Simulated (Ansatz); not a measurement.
Below is the output of a Python script on Ansatz 0.2.0 through its Python package that makes a single point in a Gaussian basis of CH₄FGe, SMILES [CH2][GeH2][F]. Write a script that gives it. Level of theory: B2GP-PLYP, def2-SVPD basis, multiplicity 2.

```xyz
7

C    -0.8008    0.3904   -0.8024
Ge    0.6211   -0.0503    0.3577
F     0.1415   -1.4464    1.3035
H    -1.0056   -0.4053   -1.4905
H    -1.7412    0.6692   -0.2208
H     0.9459    1.1575    1.2981
H     1.9004   -0.3831   -0.4913
```

Running `python run_energy.py` prints:
```text
crystal:
  periodic: [false, false, false]
  atoms:
    - { symbol: C, position_ang: [-0.8008, 0.3904, -0.8024] }
    - { symbol: Ge, position_ang: [0.6211, -0.0503, 0.3577] }
    - { symbol: F, position_ang: [0.1415, -1.4464, 1.3035] }
    - { symbol: H, position_ang: [-1.0056, -0.4053, -1.4905] }
    - { symbol: H, position_ang: [-1.7412, 0.6692, -0.2208] }
    - { symbol: H, position_ang: [0.9459, 1.1575, 1.2981] }
    - { symbol: H, position_ang: [1.9004, -0.3831, -0.4913] }
accuracy: medium
basis:
  gaussian:
    orbitals: def2-SVPD
hamiltonian:
  xc:
    name: B2GP-PLYP
magnetization:
  spin_polarized: true
  initial_magnetization: 1.0

pass   1  E = -60299.811161 eV  gradient 2.4e+01
pass   2  E = -60299.824307 eV  gradient 2.4e+01
pass   3  E = -60300.259661 eV  gradient 2.4e+01
pass   4  E = -60301.951717 eV  gradient 2.3e+00
pass   5  E = -60301.980477 eV  gradient 1.0e+00
pass   6  E = -60301.989010 eV  gradient 2.9e-01
pass   7  E = -60301.990719 eV  gradient 3.0e-01
pass   8  E = -60301.991988 eV  gradient 1.5e-01
pass   9  E = -60301.992361 eV  gradient 5.5e-02
pass  10  E = -60301.992415 eV  gradient 1.9e-02
pass  11  E = -60301.992417 eV  gradient 1.9e-02
pass  12  E = -60301.992426 eV  gradient 6.1e-03
pass  13  E = -60301.992428 eV  gradient 2.1e-03
pass  14  E = -60301.992428 eV  gradient 2.1e-03
pass  15  E = -60301.992428 eV  gradient 8.8e-04
pass  16  E = -60301.992428 eV  gradient 2.8e-04
pass  17  E = -60301.992428 eV  gradient 2.8e-04
pass  18  E = -60301.992428 eV  gradient 7.9e-05
pass  19  E = -60301.992428 eV  gradient 4.1e-05
pass  20  E = -60301.992428 eV  gradient 4.2e-05
pass  21  E = -60301.992428 eV  gradient 1.1e-05
pass  22  E = -60301.992428 eV  gradient 3.8e-06
pass  23  E = -60301.992428 eV  gradient 3.8e-06
E = -60308.270013 eV = -2216.2880446 Ha
converged: True  doubts: none
```

The script that was run (others could print the same):

`run_energy.py`:
```python
"""Electronic structure of the CH4FGe molecule."""

import ansatz

system = (
    ansatz.Crystal.molecule()
    .atom("C", (-0.8008, 0.3904, -0.8024))
    .atom("Ge", (0.6211, -0.0503, 0.3577))
    .atom("F", (0.1415, -1.4464, 1.3035))
    .atom("H", (-1.0056, -0.4053, -1.4905))
    .atom("H", (-1.7412, 0.6692, -0.2208))
    .atom("H", (0.9459, 1.1575, 1.2981))
    .atom("H", (1.9004, -0.3831, -0.4913))
)

model = (
    system.calculation()
    .basis(gaussian="def2-SVPD")
    .functional(ansatz.LibraryFunctional("B2GP-PLYP"))
    .spin("collinear", total=1)  # two spin channels
    .accuracy("medium")
)
print(model.to_yaml())
trace = []
res = model.session().plan().execute(on_event=trace.append)
report = res.report
for event in trace:
    if event["event"] == "mean_field_evaluation" and event["data"]["evaluation"] <= 25:
        print("pass {evaluation:3d}  E = {energy_ev:.6f} eV  gradient {gradient_ev:.1e}".format(**event["data"]))

print(f"E = {report['free_energy_ev']:.6f} eV = {report['free_energy_ev'] / 27.211386246:.7f} Ha")
print("converged:", report["converged"], " doubts:", report["published_state_doubts"] or "none")
```

Reading the output:
- These settings explore the input space; basis and method may be short of convergence.
- The geometry is a force-field or estimated start, not a minimum of this method, and the basis set is short of its limit.
- The species is open-shell (spin multiplicity 2).
- For a double hybrid the total adds scaled second-order correlation to the self-consistent reference.
- Early passes use coarser integrals and grids, so their energies can't be compared with the last.
- It ran for 8.9 s on 1 thread of Arm Neoverse V1, with other jobs on the host, peak memory 0.37 GiB.

(Lines on the test bed's own set-up are left out of the output.)
